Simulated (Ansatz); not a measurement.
# BBrF2: the cost of one run

Computed with Ansatz 0.2.0, Gaussian basis. Level: PBE0-D4/def2-TZVP structures, single points in def2-TZVPP, no counterpoise correction.

Levels: SPW92, PBE-D4, BLYP-D4, r2SCAN-D4, B97M-V, PBE0-D4, B3LYP-D4, r2SCAN0-D4, BHLYP-D4, CAM-B3LYP-D4, wB97X-V, wB97M-V, B2PLYP, PBE-QIDH, RPA on PBE, Hartree-Fock, MP2, CCSD, CCSD(T).

Correlated methods freeze the cores. Filled d shells of the heavier atoms are correlated. B3LYP uses VWN-RPA correlation. B2PLYP carries no dispersion term here.

96 further runs of the same task are left out: 2 that didn't finish, 94 set aside as unsound or not needed.

### 1 The starting structure

The complex: 7 atoms, charge 0, spin multiplicity 1.

Atoms are counted from 1 here; the program's logs count them from 0.

Bond lengths: B1–O2 1.689 Å, B1–F3 1.348 Å, B1–F4 1.334 Å, B1–Br6 2.013 Å, O2–H5 0.969 Å, O2–H7 0.967 Å. Angles: O2–B1–F3 101.7°, O2–B1–F4 104.4°, O2–B1–Br6 102.1°, F3–B1–F4 117.1°, F3–B1–Br6 114.6°, F4–B1–Br6 114.2°, B1–O2–H5 106.9°, B1–O2–H7 107.8°, H5–O2–H7 107.8°.

Geometry (Å):

```xyz
7
charge 0, multiplicity 1
B    -0.6691    0.1956   -0.0246
O     1.0184    0.2668   -0.0455
F    -0.9516    0.0263   -1.3314
F    -1.0431    1.3478    0.5344
H     1.3346   -0.3364    0.6445
Br   -1.0079   -1.4240    1.1212
H     1.3187   -0.0761   -0.8987
```

Its parts: BBrF₂ holds atoms 1, 3, 4, 6; H₂O holds atoms 2, 5, 7. Each part counts its atoms afresh in its own runs.

### 2 Relaxing BBrF₂ alone

File relax-a/in.yaml:

```yaml
crystal:
  periodic: [false, false, false]
  atoms:
    - {symbol: B, position_ang: [-0.669094, 0.195613, -0.024593]}
    - {symbol: F, position_ang: [-0.951555, 0.026306, -1.331447]}
    - {symbol: F, position_ang: [-1.043116, 1.347799, 0.534384]}
    - {symbol: Br, position_ang: [-1.007887, -1.424049, 1.121175]}
basis:
  gaussian: {orbitals: def2-TZVP}
hamiltonian: {xc: pbe0, dispersion: d4}
relax: {f_tol: 0.005, max_steps: 200}
```

Launch:

```sh
$ ansatz run in.yaml --threads 4 --pin off --events-out ev --progress --plain --max-ram 9574MiB
```

**Question.** How long does this run take on 4 threads of AMD EPYC, shared host?

About 21 s.
